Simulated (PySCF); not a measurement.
# [CoO2]+: relaxation and vibrations of the singlet

The task is one start of a wider search on [CoO2]+: the singlet, from a linear start. It is relaxed, tested by its Hessian and followed downhill if it is a saddle.

The runs use PySCF 2.14.0; PBE0, basis Co def2-TZVP, O def2-TZVP, no relativity, density fitting.

### Step 1. Where the work starts

3 atoms, charge 1, spin multiplicity 1.

Bond lengths: Co1–O2 1.568 Å, Co1–O3 1.568 Å. Angles: O2–Co1–O3 180.0°.

```xyz
3
charge 1 multiplicity 1
Co    0.0000    0.0000    0.0000
O     0.0000    0.0000    1.5680
O     0.0000    0.0000   -1.5680
```

### Step 2. Finding the electronic state

One driver script runs all steps and calls PySCF; scf.py shows how it sets up the SCF of each step. The optimiser is the driver's own. After this first run the driver tries any further starts and a stability analysis.

The input, scf.py:

```python
from pyscf import gto, scf, dft
mol = gto.M(atom='''
Co     0.000000     0.000000     0.000000
O      0.000000     0.000000     1.568000
O      0.000000     0.000000    -1.568000''',
    basis={'Co': 'def2-TZVP', 'O': 'def2-TZVP'},
    charge=1, spin=0)
mf = dft.RKS(mol, xc='PBE0')
mf.grids.atom_grid = (50, 194)
aux = {'Co': 'def2-universal-JKFIT', 'O': 'def2-universal-JKFIT'}
mf = mf.density_fit(auxbasis=aux)
mf.conv_tol = 1e-08
mf.diis_space = 10
mf.max_cycle = 60
mf.init_guess = 'minao'
mf.verbose = 4
mf.kernel()
```

Started as:

```
OMP_NUM_THREADS=2 python axn.py task.json out
```

After this run come: Relaxing the singlet from the linear start; Is it a minimum? Harmonic modes; Following the imaginary mode; Hessian and properties; A spin-polarised start; Hessian and properties.

**Question.** What will these runs give? Wanted: minimum; geometry; wavenumbers; dipole moment; highest occupied, lowest empty level; polar-tensor charge of Co1; zero-point energy; ⟨S²⟩.

**Answer**, as computed:

| quantity | value |
| --- | --- |
| minimum | broken-symmetry (Ms = 0), C2v |
| geometry | Co–O 1.607 Å (×2); O–Co–O 107.9° |
| wavenumbers (cm⁻¹) | 213, 559, 696 |
| dipole moment (centre of mass) | 2.96 D |
| highest occupied, lowest empty level (either spin) | -16.71, -12.24 eV |
| polar-tensor charge of Co1 | +0.86 e |
| zero-point energy | 8.8 kJ/mol |
| entropy at 298.15 K | 266.4 J/(mol K) |
| ⟨S²⟩ | 2.008 |

From D∞h at the start the molecule goes to a C2v minimum, after a stop at a second-order saddle point 68.8 kJ/mol higher, from which it was pushed off along an imaginary mode. The determinant is spin-contaminated (⟨S²⟩ = 2.01 against 0.00), so it is no pure spin state. In the infrared the band at 559 cm⁻¹ (stretch) leads. Other starts or spin states, not run here, may lie lower. The SCF density has lower symmetry than the nuclear frame.
